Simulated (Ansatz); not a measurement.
# ClGeH5OSi: vertical ionisation energy

One table from this session's results is given with a row withheld; the runs are named, their logs left out.

Program: Ansatz 0.2.0, Gaussian basis. Level of theory: unrestricted cation, the program's frozen cores in correlated methods. These are calculated values, not measurements.

Levels to be run: UKS PBE-D4/def2-TZVPP; UKS r2SCAN-D4/def2-TZVPP; UKS PBE0-D4/def2-TZVPP; UKS B3LYP-D4/def2-TZVPP; UKS wB97X-V/def2-TZVPP; UKS wB97M-V/def2-TZVPP; UKS B2PLYP/def2-TZVPP; UHF-CCSD(T)/def2-TZVPP; UHF-MP2/def2-QZVPP; extrapolation to the limit; then −ε(HOMO) from the neutral's earlier runs with LDA (SPW92), PBE-D4, revPBE-D4, BLYP-D4, r2SCAN-D4, B97M-V, PBE0-D4, B3LYP-D4, r2SCANh-D4, r2SCAN0-D4, HSE06-D4, BHLYP-D4, CAM-B3LYP-D4, LC-ωPBE, ωB97X-V, ωB97M-V.

## The relaxed structure

An earlier PBE0-D4 in a triple-zeta def2 set relaxation fixed the geometry.

SMILES `Cl[SiH2][O][GeH3]`, 9 atoms, charge 0, spin multiplicity 1.

Atoms are counted from 1 here; the program's logs count them from 0.

Bond lengths: Cl1–Si2 2.062 Å, Si2–O3 1.616 Å, Si2–H5 1.481 Å, Si2–H6 1.477 Å, O3–Ge4 1.786 Å, Ge4–H7 1.536 Å, Ge4–H8 1.533 Å, Ge4–H9 1.532 Å. Angles: Cl1–Si2–O3 110.4°, Cl1–Si2–H5 106.0°, Cl1–Si2–H6 107.7°, O3–Si2–H5 111.6°, O3–Si2–H6 109.0°, H5–Si2–H6 111.9°, Si2–O3–Ge4 134.9°, O3–Ge4–H7 108.2°, O3–Ge4–H8 107.8°, O3–Ge4–H9 104.8°, H7–Ge4–H8 111.6°, H7–Ge4–H9 111.9°, H8–Ge4–H9 112.1°.

Geometry (Å):

```xyz
9

Cl   -0.8429    0.6497   -2.3003
Si    0.2166    1.3692   -0.6842
O    -0.0313    0.4370    0.6122
Ge   -0.1374   -1.3224    0.8981
H     1.6402    1.3668   -1.0940
H    -0.2721    2.7335   -0.3969
H     0.9868   -2.0053    0.1041
H    -1.5219   -1.7899    0.4342
H     0.0503   -1.4847    2.4096
```

The first run:

in.yaml

```yaml
crystal:
  periodic: [false, false, false]
  atoms:
    - {symbol: Cl, position_ang: [-0.842882, 0.649663, -2.300333]}
    - {symbol: Si, position_ang: [0.216626, 1.369163, -0.684205]}
    - {symbol: O, position_ang: [-0.031295, 0.436951, 0.612245]}
    - {symbol: Ge, position_ang: [-0.137356, -1.322440, 0.898123]}
    - {symbol: H, position_ang: [1.640241, 1.366846, -1.093954]}
    - {symbol: H, position_ang: [-0.272078, 2.733470, -0.396862]}
    - {symbol: H, position_ang: [0.986796, -2.005334, 0.104068]}
    - {symbol: H, position_ang: [-1.521893, -1.789950, 0.434249]}
    - {symbol: H, position_ang: [0.050338, -1.484669, 2.409568]}
basis:
  gaussian: {orbitals: def2-TZVPP}
total_charge: 1
magnetization: {spin_polarized: true, initial_magnetization: 1}
hamiltonian: {xc: pbe, dispersion: d4}
```

Run with:

```sh
$ ansatz run in.yaml --threads 2 --pin off --events-out ev --progress --plain --max-ram 32768MiB --backend cpu
```

Steps of the session up to this table: Cation, UKS PBE-D4/def2-TZVPP; Cation, UKS r2SCAN-D4/def2-TZVPP; Cation, UKS PBE0-D4/def2-TZVPP; Cation, UKS B3LYP-D4/def2-TZVPP; Cation, UKS wB97X-V/def2-TZVPP; Cation, UKS wB97M-V/def2-TZVPP; Cation, UKS B2PLYP (frozen core)/def2-TZVPP; Cation, UHF-CCSD(T)/def2-TZVPP; Cation, UHF-MP2/def2-QZVPP.

One table of the session follows, with a row left open; its other results are not shown here.

For comparison, −ε(HOMO) of the neutral from earlier runs:

| functional | −ε(HOMO) (eV) |
| --- | --- |
| LDA (SPW92) | 7.25 |
| PBE-D4 | ? |
| revPBE-D4 | 7.16 |
| BLYP-D4 | 7.09 |
| r2SCAN-D4 | 7.54 |
| B97M-V | 7.66 |
| PBE0-D4 | 8.58 |
| B3LYP-D4 | 8.37 |
| r2SCANh-D4 | 8.05 |
| r2SCAN0-D4 | 8.82 |
| HSE06-D4 | 8.18 |
| BHLYP-D4 | 9.90 |
| CAM-B3LYP-D4 | 9.97 |
| LC-ωPBE | 11.33 |
| ωB97X-V | 11.00 |
| ωB97M-V | 10.83 |

**Question.** Estimate the row for PBE-D4.

As computed: −ε(HOMO) (eV): 7.19. In the column «−ε(HOMO) (eV)» it lies between revPBE-D4 (7.16) and LDA (SPW92) (7.25).

To keep in mind: The cation may have settled in a state other than its lowest; no search over hole states beyond the program's own was made.
